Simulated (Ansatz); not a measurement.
The system is YCoF5.

```
Y Co F
1.0
    -2.10809    3.46869    4.08979
     2.10809   -3.46869    4.08979
     2.10809    3.46869   -4.08979
Y Co F
1 1 5
Direct
  0.50000 0.50000 0.00000
  0.00000 0.00000 0.00000
  0.50000 0.00000 0.50000
  0.76947 0.76947 0.00000
  0.23053 0.23053 0.00000
  0.18407 0.50000 0.68407
  0.81593 0.50000 0.31593
```

The cell comes from a database or a generator and needn't be the stable form of this composition.

| Property | Result |
| --- | --- |
| Program | Ansatz 0.2.0 |
| Task | single point |
| Functional | PBE |
| Potentials or basis | Ansatz PAW |
| Cutoff | 420 eV (not typed: the program's choice for these potentials) |
| k mesh | 7 × 7 × 7 |
| Occupations | fermi-dirac, width 0.05 eV |
| Spin | collinear spin, ferromagnetic start |
| Starting moments | [0.0, 2.0, 0.0, 0.0, 0.0, 0.0, 0.0] μB |

On this cell: pressure -0.8 GPa; largest force 0.159 eV/Å; net moment 3.00 μB per cell; site moments Y +0.00; Co +2.46; F -0.00, +0.05 μB; band gap on the k mesh 0.61 eV, indirect (least direct gap 0.62 eV).

The same run follows on a disturbed copy (atoms moved at random, drawn with an rms of 0.05 Å):

```
Y Co F
1.0
    -2.10809    3.46869    4.08979
     2.10809   -3.46869    4.08979
     2.10809    3.46869   -4.08979
Y Co F
1 1 5
Cartesian
  0.0057 0.0058 4.0788
  0.0334 0.0639 -0.0304
  0.0347 3.4520 -0.0112
  -0.0126 -0.0335 6.2338
  0.0163 0.0547 1.9303
  2.1231 1.2159 -0.0059
  -0.0106 2.1731 4.0373
```

**Question.** What does the disturbed cell give?

**Answer.** The energy moves by +13.6 meV/atom; pressure -0.9 GPa; largest force 1.192 eV/Å; net moment 3.00 μB per cell; site moments Y +0.00; Co +2.49; F +0.00, +0.05, +0.06 μB; band gap on the k mesh 0.66 eV, indirect (least direct gap 0.67 eV).

Forces in eV/Å, atoms in the order of the input:
```
Y    0.443 -0.134 -0.062
Co   0.079 -0.112  0.320
F   -0.503 -0.097  0.013
F    0.057  0.063  0.873
F    0.022 -0.081 -1.189
F   -0.036  0.389 -0.052
F   -0.062 -0.030  0.099
```

Stress tensor (GPa, compression positive):
```
-1.50  0.18 -0.03
 0.18 -0.62  0.16
-0.03  0.16 -0.66
```

Caveats: odd divisions of the mesh miss points on the zone boundary, where band edges often lie, so the gap on the mesh can be too wide; a cell with one magnetic atom can't hold antiferromagnetic order, which such compounds often take.

A k mesh can miss the band edges.
